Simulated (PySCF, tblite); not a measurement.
**C5H12Si2: geometry, infrared bands and NMR shifts**

Aim: predict the infrared bands and NMR shifts of C5H12Si2 (`[SiH3]/C=C/[SiH2]C1CC1`).

The runs use tblite 0.8.0 and PySCF 2.14.0, with density-fitted response routines of our own; the level of theory stands in each step. All values are computed, except where a source is named. Atoms are numbered from 0 throughout.

## 1. The starting structure

19 atoms, charge 0, multiplicity 1; geometry from: force field or distance geometry start.

Bonds of the start (Å): Si0–C1 1.85, C1–C2 1.34, C2–Si3 1.85, Si3–C4 1.88, C4–C5 1.51, C5–C6 1.50, C6–C4 1.51, Si0–H7 1.48, Si0–H8 1.48, Si0–H9 1.48, C1–H10 1.08, C2–H11 1.08, Si3–H12 1.49, Si3–H13 1.48, C4–H14 1.08, C5–H15 1.07, C5–H16 1.09, C6–H17 1.09, C6–H18 1.08.

## 2. Geometry optimisation with GFN2-xTB

Job settings and geometry (Å):

```
{"job": {"kind": "relax", "xc": "GFN2-xTB", "basis": "xTB"}, "charge": 0, "multiplicity": 1}
Si     3.584700     0.521700     0.153100
C      1.780300     0.228000    -0.134400
C      1.200700    -0.980400    -0.238000
Si    -0.604900    -1.271100    -0.529200
C     -1.660800    -0.213700     0.619300
C     -2.032400     1.182200     0.175400
C     -3.075800     0.108500     0.208100
H      4.333100    -0.750800     0.104900
H      3.778400     1.148400     1.485000
H      4.089300     1.439600    -0.887300
H      1.208600     1.141300    -0.191700
H      1.760600    -1.900400    -0.174600
H     -0.895900    -2.708600    -0.252700
H     -0.927300    -0.987800    -1.941100
H     -1.462900    -0.366400     1.665900
H     -1.720000     1.553000    -0.782000
H     -2.069700     1.958400     0.942400
H     -3.827100     0.148600     0.995500
H     -3.468700    -0.241400    -0.731800
```

Launch:

```console
$ OMP_NUM_THREADS=1 python probes_run.py task.json out
```

The driver reads the jobs from task.json and runs them one after another.

**Question.** This job is followed by: GFN2-xTB harmonic vibrations, gas phase; GIAO PBE0/pcSseg-1 NMR shielding, non-relativistic, gas phase. What will the session give for the following? strongest single infrared mode (GFN2-xTB); zero-point energy (GFN2-xTB); 13C shifts against TMS (PBE0/pcSseg-1, means over atoms taken as alike); 1H shifts against TMS (PBE0/pcSseg-1, means over atoms taken as alike); 29Si shifts against TMS (PBE0/pcSseg-1).

**Answer**, as computed:

| quantity | value |
| --- | --- |
| strongest single infrared mode (GFN2-xTB) | 2234 cm⁻¹, 451 km/mol |
| zero-point energy (GFN2-xTB) | 89.4 kcal/mol |
| 13C shifts against TMS (PBE0/pcSseg-1, means over atoms taken as alike) | 157.8, 152.9, 3.2, -8.1 ppm |
| 1H shifts against TMS (PBE0/pcSseg-1, means over atoms taken as alike) | 7.29, 7.16, 4.24, 4.23, 0.74, 0.25, -0.23 ppm |
| 29Si shifts against TMS (PBE0/pcSseg-1) | -37.1, -71.6 ppm |

**Reading.** Over 158 steps the energy fell by 0.130 eV; of the close pairs, C2–Si3 changed most, 1.852 to 1.885 Å. No mode is imaginary among the 51: a minimum at this level. The strongest single mode, at 2234 cm⁻¹, moves mainly H9 and H8. Unscaled tight-binding wavenumbers are off by several per cent, some by more. Its intensities can rank the bands wrongly.
